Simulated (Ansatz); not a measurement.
# Two structures of As: comparison of enthalpies under pressure

One table from this session's results is given with a row withheld; the runs are named, their logs left out.

Computed with the Python package of Ansatz 0.2.0. Level of theory: DFT LDA, plane waves, PAW.

### The structure

As Fd-3m: It takes space group Fd-3m (No. 227, cubic). Conventional cell: a = 6.070 Å, b = 6.070 Å, c = 6.070 Å, α = 90.00°, β = 90.00°, γ = 90.00°. As (site symmetry -43m) has 4 As at 2.63 Å as nearest neighbours.

As Fm-3m: The structure is cubic, space group Fm-3m (No. 225). Conventional cell: a = 4.420 Å, b = 4.420 Å, c = 4.420 Å, α = 90.00°, β = 90.00°, γ = 90.00°. Around As (site symmetry m-3m) lie 12 As at 3.13 Å.

The script holds or builds the structure itself.

The first run:

run_transition.py

```python
"""Enthalpies of two structures of As under pressure."""

import ansatz as az
import numpy as np


def diamond(a_site, a):
    return az.Crystal.diamond(a_site, a=a)


def fcc(a_site, a):
    return (
        az.Lattice.fcc(a)
        .space_group(225)
        .atom(a_site, (0, 0, 0))
        .primitive()
    )


def solve(name, crystal, pressure=0.0):
    calc = (
        crystal.calculation()
        .basis(420)
        .scf(tolerance=1e-09)
        .functional("lda")
        .kpoints(spacing=0.16)
        .occupations("fermi_dirac", width=0.1)
    )
    calc = calc.relax(force_tolerance=0.01, cell=True, pressure=pressure)
    return calc.run(threads=1)


def volume_per_atom(outcome):
    return abs(np.linalg.det(outcome.lattice.cell_ang)) / len(outcome.lattice.sites)

phases = {}
phases["diamond"] = diamond("As", 6.07)
phases["fcc"] = fcc("As", 4.42)

# H = E + PV, with 1 eV per cubic angstrom equal to 160.2 GPa
pressures = [0, 5, 10, 20]
enthalpy, volume = {name: [] for name in phases}, {name: [] for name in phases}
for p in pressures:
    for name, crystal in phases.items():
        o = solve(name, crystal, pressure=p)
        volume[name].append(volume_per_atom(o))
        enthalpy[name].append(o.report["energy_sigma0_ev"] / len(o.lattice.sites) + p * volume[name][-1] / 160.21766)
gap = np.array(enthalpy["fcc"]) - np.array(enthalpy["diamond"])
rows = [(p, va, vb, 1000 * d) for p, va, vb, d in zip(pressures, volume["diamond"], volume["fcc"], gap)]
print("   P (GPa)  V diamond (A^3/atom)  V fcc (A^3/atom)  H(fcc) - H(diamond) (meV/atom)")
for row in rows:
    print(f"{row[0]:10d}  {row[1]:20.3f}  {row[2]:16.3f}  {row[3]:+30.1f}")
crossings = [p0 - g0 * (p1 - p0) / (g1 - g0) for p0, p1, g0, g1 in zip(pressures, pressures[1:], gap, gap[1:]) if g0 * g1 < 0]
print("crossing near", [round(float(p), 1) for p in crossings], "GPa") if crossings else print("no crossing in this range")
```

Command:

```sh
$ python run_transition.py
```

Among the steps run: Running it.

One of the session's tables, all rows but one given; the rest of the session is left out.

Enthalpy H = E + pV of the second structure less the first:

| pressure (GPa) | ΔH (meV/atom) |
| --- | --- |
| 0 | 108.4 |
| 5 | ? |
| 10 | -339.8 |
| 20 | -702.7 |

**Question.** Estimate the row for pressure (GPa) = 5.

Worked estimate for «ΔH (meV/atom)». A straight line through the neighbours (0, 108.4) and (10, -339.8) gives 108.4 + (-339.8 − 108.4) × (5 − 0) / (10 − 0) = -115.7; a parabola fitted to 3 rows on both sides gives -126.4.

As computed: ΔH (meV/atom): -130.2. In «ΔH (meV/atom)» the line misses by +14.5 and the parabola by +3.8.

Limits of these values: Temperature and kinetics are left out, and mesh and smearing can move the crossing. What to keep in mind:
- At a fixed pressure a relaxation lowers the enthalpy F + PV, while F alone can rise.
- Only these two structures are compared, at zero temperature and with their symmetry kept; either may be hypothetical, and another phase may be lower than both. Warnings in the runs' records: stress scf threshold loose.
